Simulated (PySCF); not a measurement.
# C5H8Si: the cost of one run

The runs use PySCF 2.14.0, with density-fitted response routines of our own; the level of theory stands in each step. All values are computed, except where a source is named. Atoms are numbered from 0 throughout.

## 1. The starting structure

14 atoms, charge 0, multiplicity 1; geometry from: GFN2-xTB. The atoms were then displaced at random by about 0.01 Å, so the start is not that level's minimum.

Bonds of the start (Å): C0–C1 1.23, C1–C2 1.46, C2–C3 1.54, C3–Si4 1.95, Si4–C5 1.90, C5–C2 1.53, C0–H6 1.03, C2–H7 1.10, C3–H8 1.09, C3–H9 1.08, Si4–H10 1.46, Si4–H11 1.47, C5–H12 1.07, C5–H13 1.08.

## 2. Geometry optimisation at PBE0-D3(BJ)/def2-SVP

Job settings and geometry (Å):

```
{"job": {"xc": "PBE0", "basis": "def2-SVP", "d3": "d3bj", "grid": 1, "shake": 0.01, "kind": "geom"}, "charge": 0, "multiplicity": 1}
C      2.822980    -0.696940     0.434220
C      1.722670    -0.261240     0.098990
C      0.389250     0.212740    -0.248850
C     -0.180880     1.145790     0.831460
Si    -1.848640     0.143830     0.783570
C     -0.664710    -0.902770    -0.268980
H      3.761790    -1.028000     0.699360
H      0.468670     0.729910    -1.211840
H     -0.231190     2.197590     0.566110
H      0.323800     1.071890     1.787690
H     -2.948500     0.779350     0.063170
H     -2.310860    -0.421820     2.060150
H     -0.328530    -1.796350     0.221130
H     -0.983000    -1.189050    -1.263900
```

Run with:

```console
$ OMP_NUM_THREADS=1 python probes_run.py task.json out
```

The driver reads the jobs from task.json and runs them one after another.

**Question.** How long does this first job take on 1 thread of Arm Neoverse V1, shared host, and how much memory does it need?

About 81 s, with a peak of 0.5 GiB.
